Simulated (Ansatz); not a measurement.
# MgB2: the cost of one run

Program: Ansatz 0.2.0, driven from Python. Level of theory: DFT PBE, plane waves, PAW. These are calculated values, not measurements.

### Step 1. The structure

It takes space group P6/mmm (No. 191, hexagonal). Conventional cell: a = 3.085 Å, b = 3.085 Å, c = 3.523 Å, α = 90.00°, β = 90.00°, γ = 120.00°. Mg (site symmetry 6/mmm) is surrounded by 12 B at 2.51 Å. B (site symmetry -6m2) has 3 B at 1.78 Å and 6 Mg at 2.51 Å as nearest neighbours.

The script reads POSCAR_mgb2:

```text
MgB2
1.0
   3.08500000    0.00000000    0.00000000
  -1.54250000    2.67168837    0.00000000
   0.00000000    0.00000000    3.52300000
Mg B
1 2
Direct
   0.00000000    0.00000000    0.00000000
   0.33333333    0.66666667    0.50000000
   0.66666667    0.33333333    0.50000000
```

### Step 2. The code

File run_md.py:

```python
"""Short molecular dynamics of MgB2."""

from dataclasses import dataclass
import json

import ansatz as az
from ase import Atoms
from ase.io import read
from ase.neighborlist import neighbor_list
import numpy as np


@dataclass(frozen=True)
class Options:
    sigma: float = 0.15
    kgrid: tuple[int, ...] = (3, 3, 2)
    functional: str = "pbe"
    cutoff: int = 450
    n_steps: int = 25
    temperature_k: int = 800


opts = Options()


def main() -> None:
    atoms = read("POSCAR_mgb2", format="vasp")
    crystal = az.Crystal.from_ase(atoms)

    # a small cell and a short run: a test of the set-up, no statistics
    setup = (
        crystal.supercell(2, 1, 1).calculation()
        .occupations(az.OccupationsMethod.FERMI_DIRAC, width=opts.sigma)
        .kpoints(*opts.kgrid)
        .functional(opts.functional)
        .basis(opts.cutoff)
        .md("nve", timestep=1.0, steps=opts.n_steps, temperature=opts.temperature_k, initial_velocities="maxwell_boltzmann", seed=694)
    )
    outcome = setup.run(threads=1, events_out="stream.ndjson")
    with open("stream.ndjson") as stream:
        events = [json.loads(line) for line in stream]
    steps = [e["data"] for e in events if e["event"] == "md_step"]
    report = outcome.report

    for s in steps[::1]:
        print("%3d %7.1f fs  total %.4f eV  T %6.1f K" % (s["step"], s["time_fs"], s["lagrangian_ev"] + s["e_kin_ev"], s["temperature_k"]))

    temperature = np.array([s["temperature_k"] for s in steps])
    print(f"mean temperature of the second half {temperature[len(steps) // 2 :].mean():.1f} K")

    print("last positions (A) and velocities (A/fs)")
    for site, xyz, vel in zip(outcome.lattice.sites, steps[-1]["positions_ang"], steps[-1]["velocities_ang_fs"]):
        print(f"{site.symbol:2s}", " ".join(f"{v:8.4f}" for v in xyz), " ", " ".join(f"{v:9.5f}" for v in vel))

    track = np.array([s["positions_ang"] for s in steps])
    names = np.array([site.symbol for site in outcome.lattice.sites])
    for name in sorted(set(names)):
        msd = ((track[:, names == name] - track[0, names == name]) ** 2).sum(axis=2).mean(axis=1)
        print(f"mean square displacement of {name} (A^2):", np.round(msd[:: max(len(msd) // 6, 1)], 4))

    symbols = [site.symbol for site in outcome.lattice.sites]
    pairs = np.concatenate([neighbor_list("d", Atoms(symbols, positions=s["positions_ang"], cell=outcome.lattice.cell_ang, pbc=True), 4.5) for s in steps[len(steps) // 2 :]])
    counts, edges = np.histogram(pairs, bins=np.arange(0.5, 4.51, 0.25))
    for low, count in zip(edges, counts / (len(symbols) * len(steps[len(steps) // 2 :]))):
        print(f"{low:4.2f}-{low + 0.25:4.2f} A  {count:6.2f} neighbours an atom")


if __name__ == "__main__":
    main()
```

### Step 3. Running it

Command:

```
$ python run_md.py
```

What time and memory should one allow on 1 thread of AMD EPYC 7R43 (Zen 3), shared host?

About 24 s, with a peak of 0.44 GiB.
